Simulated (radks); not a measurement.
# The Coulomb parameter U of the 4f shell of Gd²⁺

The task here is to estimate one member of a computed series from the others.

Method: scalar-relativistic Kohn-Sham, LDA (Slater exchange, Perdew-Wang correlation), spin-unpolarised, spherical densities, finite nucleus. Code: radks (a radial shooting solver on a logarithmic mesh, Libxc functionals) version 1.

## The system

```
element            : gadolinium (Z = 64)
charge             : +2
electrons          : 62
configuration      : [Xe] 4f5.5 5d1 6s1.5
nuclear rms radius : 5.1569 fm
```

Set-up of the first run:

Input:

```text
Z 64
configuration [Xe] 4f5.5 5d1 6s1.5
relativity scalar-relativistic
functional lda,pw
spin unpolarised
nucleus finite rms 5.1569 fm
c 137.035999084
```

Steps of the session up to this table: Start: [Xe] 4f5.5 5d1 6s1.5.

One of the session's tables, all rows but one given; the rest of the session is left out.

It belongs to the step «Start: [Xe] 4f5.5 5d1 6s1.5». From the orbitals of this run (lengths in bohr):

| level | <r> | outermost maximum (interpolated) | 90 % within | nodes |
| --- | --- | --- | --- | --- |
| 4s | 0.5517 | 0.515 | 0.792 | 3 |
| 4p | 0.5831 | 0.537 | 0.847 | 2 |
| 4d | 0.6307 | 0.557 | 0.946 | 1 |
| 5s | ? | ? | ? | ? |
| 5p | 1.479 | 1.31 | 2.15 | 3 |
| 4f | 0.7886 | 0.555 | 1.31 | 0 |
| 5d | 2.083 | 1.72 | 3.15 | 2 |
| 6s | 3.124 | 2.85 | 4.44 | 5 |

Estimate the missing values for 5s.

As computed: <r>: 1.289; outermost maximum (interpolated): 1.17; 90 % within: 1.85; nodes: 4. In the column «<r>» it lies between 4f (0.7886) and 5p (1.479).
